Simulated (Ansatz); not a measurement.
**C2H7FO2Sn: one species, many methods**

How much do the methods differ for C2H7FO2Sn? The plan is to run it at one geometry with functionals of several rungs and with coupled cluster, and see how far each lands from CCSD(T) at the basis-set limit for the atomisation energy.

Computed with Ansatz 0.2.0, Gaussian basis. Level: functionals in def2-TZVPP, the program's frozen cores in correlated methods.

The runs, in order: PBE-D4, r2SCAN-D4, PBE0-D4, B3LYP-D4, ωB97X-V, ωB97M-V, B2PLYP; CCSD(T)/def2-TZVPP; MP2/def2-QZVPP; extrapolation to the limit.

### Step 1. The relaxed structure

An earlier PBE0-D4 in a triple-zeta def2 set relaxation fixed the geometry. Sn takes the def2 core potential; no spin-orbit term is included.

SMILES `C[O][SnH]([F])[O]C`, 13 atoms, charge 0, spin multiplicity 1.

Atoms are counted from 1 here; the program's logs count them from 0.

Bond lengths: C1–O2 1.413 Å, C1–H7 1.097 Å, C1–H8 1.095 Å, C1–H9 1.093 Å, O2–Sn3 1.942 Å, Sn3–F4 1.920 Å, Sn3–O5 1.933 Å, Sn3–H10 1.690 Å, O5–C6 1.415 Å, C6–H11 1.096 Å, C6–H12 1.095 Å, C6–H13 1.093 Å. Angles: O2–C1–H7 111.9°, O2–C1–H8 112.5°, O2–C1–H9 107.6°, H7–C1–H8 108.4°, H7–C1–H9 108.0°, H8–C1–H9 108.3°, C1–O2–Sn3 121.8°, O2–Sn3–F4 103.5°, O2–Sn3–O5 106.0°, O2–Sn3–H10 118.1°, F4–Sn3–O5 108.4°, F4–Sn3–H10 109.4°, O5–Sn3–H10 110.9°, Sn3–O5–C6 120.8°, O5–C6–H11 111.6°, O5–C6–H12 112.2°, O5–C6–H13 107.5°, H11–C6–H12 108.6° and more.

### Step 2. PBE-D4 (GGA)

Contents of in.yaml:

```yaml
crystal:
  periodic: [false, false, false]
  atoms:
    - {symbol: C, position_ang: [0.584538, -1.400204, -1.790265]}
    - {symbol: O, position_ang: [0.706677, -0.981712, -0.446634]}
    - {symbol: Sn, position_ang: [0.882441, 0.892476, 0.029894]}
    - {symbol: F, position_ang: [-0.175945, 1.792970, -1.295590]}
    - {symbol: O, position_ang: [0.010230, 1.090291, 1.743266]}
    - {symbol: C, position_ang: [-1.264441, 0.521875, 1.976266]}
    - {symbol: H, position_ang: [1.537178, -1.326448, -2.329398]}
    - {symbol: H, position_ang: [-0.169142, -0.827215, -2.340316]}
    - {symbol: H, position_ang: [0.281023, -2.450216, -1.783751]}
    - {symbol: H, position_ang: [2.432666, 1.563570, 0.061046]}
    - {symbol: H, position_ang: [-2.048885, 1.047759, 1.420928]}
    - {symbol: H, position_ang: [-1.299405, -0.540164, 1.710776]}
    - {symbol: H, position_ang: [-1.476935, 0.617018, 3.043770]}
basis:
  gaussian: {orbitals: def2-TZVPP}
hamiltonian: {xc: pbe, dispersion: d4}
output: {forces: true, orbitals: {seedname: orbitals}}
```

Run with:

```console
ansatz run in.yaml --threads 2 --pin off --events-out ev --progress --plain --max-ram 32768MiB --backend cuda --devices 0, --max-vram 18GiB
```

After this run come: r2SCAN-D4 (meta-GGA); PBE0-D4 (hybrid); B3LYP-D4 (hybrid); ωB97X-V (range-separated); ωB97M-V (range-separated); B2PLYP (double hybrid); CCSD(T) in def2-TZVPP; MP2 in def2-QZVPP.

Q: Predict the results of all the runs planned. Wanted: atomisation energy, CCSD(T)/CBS; farthest; mean size of error, hybrid; mean size of error, range-separated; gap, smallest and largest; T1 diagnostic; triples share of the correlation energy.

**Answer**, as computed:

| quantity | value |
| --- | --- |
| atomisation energy, CCSD(T)/CBS | 4678.4 kJ/mol |
| functionals within 46.8 kJ/mol (1.0 %) | r2SCAN-D4, ωB97X-V, ωB97M-V |
| farthest | B2PLYP (-92.4 kJ/mol) |
| mean size of error, hybrid | 60.5 kJ/mol |
| mean size of error, range-separated | 25.1 kJ/mol |
| gap, smallest and largest | 4.39 eV (PBE-D4), 11.70 eV (ωB97X-V) |
| T1 diagnostic | 0.0141 |
| triples share of the correlation energy | 3.4 % |

In words: PBE-D4 misses by +55.7 kJ/mol. Double hybrids carry the basis error of their MP2 part in triple zeta, and no dispersion term here, so their miss is partly the set-up's. The reference freezes the cores and leaves out spin-orbit coupling and excitations past (T), and its outer-core shells are covered unevenly, so misses under about 46.8 kJ/mol can't be ranked. All levels share the lack of spin-orbit coupling, which lowers the free heavy atoms and so the true binding. Hartree-Fock recovers 69 % of the binding; the rest is correlation. The gap grows from 4.4 to 11.7 eV across the functionals, mostly with the share of exact exchange. Correlated methods include outer-core shells of Sn, which these sets cover unevenly.
